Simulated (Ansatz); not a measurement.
**C2H2FNSe: one species, many methods**

One table from this session's results is given with a row withheld; the runs are named, their logs left out.

Program: Ansatz 0.2.0, Gaussian basis. Level of theory: functionals in def2-TZVPP, the program's frozen cores in correlated methods. These are calculated values, not measurements.

Plan: PBE-D4, r2SCAN-D4, PBE0-D4, B3LYP-D4, ωB97X-V, ωB97M-V, B2PLYP; CCSD(T)/def2-TZVPP; MP2/def2-QZVPP; extrapolation to the limit.

### The relaxed structure

All runs share one geometry, relaxed beforehand with PBE0-D4 in a triple-zeta def2 set.

SMILES `FC1N=C[Se]1`, 7 atoms, charge 0, spin multiplicity 1.

Atoms are counted from 1 here; the program's logs count them from 0.

Bond lengths: F1–C2 1.337 Å, C2–N3 1.438 Å, C2–Se5 2.031 Å, C2–H6 1.092 Å, N3–C4 1.274 Å, C4–Se5 1.899 Å, C4–H7 1.087 Å. Angles: F1–C2–N3 114.5°, F1–C2–Se5 116.7°, F1–C2–H6 110.2°, N3–C2–Se5 93.0°, N3–C2–H6 112.5°, Se5–C2–H6 109.0°, C2–N3–C4 98.4°, N3–C4–Se5 105.2°, N3–C4–H7 126.0°, Se5–C4–H7 128.8°, C2–Se5–C4 63.0°.

Set-up of the first run:

Input file in.yaml:

```yaml
crystal:
  periodic: [false, false, false]
  atoms:
    - {symbol: F, position_ang: [-1.951610, -0.300524, 0.364448]}
    - {symbol: C, position_ang: [-0.708063, 0.182184, 0.448528]}
    - {symbol: N, position_ang: [0.322362, -0.820340, 0.433451]}
    - {symbol: C, position_ang: [1.017527, -0.359068, -0.530041]}
    - {symbol: Se, position_ang: [0.022545, 1.111359, -1.203470]}
    - {symbol: H, position_ang: [-0.622279, 0.856912, 1.302807]}
    - {symbol: H, position_ang: [1.980718, -0.738523, -0.861321]}
basis:
  gaussian: {orbitals: def2-TZVPP}
hamiltonian: {xc: pbe, dispersion: d4}
output: {forces: true, orbitals: {seedname: orbitals}}
```

The run is started by

```
$ ansatz run in.yaml --threads 4 --pin off --events-out ev --progress --plain --max-ram 10444MiB
```

Among the steps run: PBE-D4 (GGA); r2SCAN-D4 (meta-GGA); PBE0-D4 (hybrid); B3LYP-D4 (hybrid); ωB97X-V (range-separated); ωB97M-V (range-separated); B2PLYP (double hybrid); CCSD(T) in def2-TZVPP; MP2 in def2-QZVPP.

One of the session's tables, all rows but one given; the rest of the session is left out.

```
            method  atomisation energy (kJ/mol)
            PBE-D4                       2851.5
         r2SCAN-D4                       2702.0
           PBE0-D4                            ?
          B3LYP-D4                       2683.2
           ωB97X-V                       2696.2
           ωB97M-V                       2688.1
            B2PLYP                       2654.7
     HF/def2-TZVPP                       1660.2
    MP2/def2-TZVPP                       2693.5
   CCSD/def2-TZVPP                       2506.3
CCSD(T)/def2-TZVPP                       2588.1
           MP2/CBS                       2787.2
       CCSD(T)/CBS                       2681.8
```

Estimate the missing values for PBE0-D4.

**Answer.** atomisation energy (kJ/mol): 2725.5. In the column «atomisation energy (kJ/mol)» it lies between r2SCAN-D4 (2702.0) and MP2/CBS (2787.2).

Limits of these values: Free atoms (1 F, 2 C, 1 N, 1 Se, 2 H) were run apart at each level; the atomisation energy is their sum less the molecule, without zero-point or spin-orbit terms.
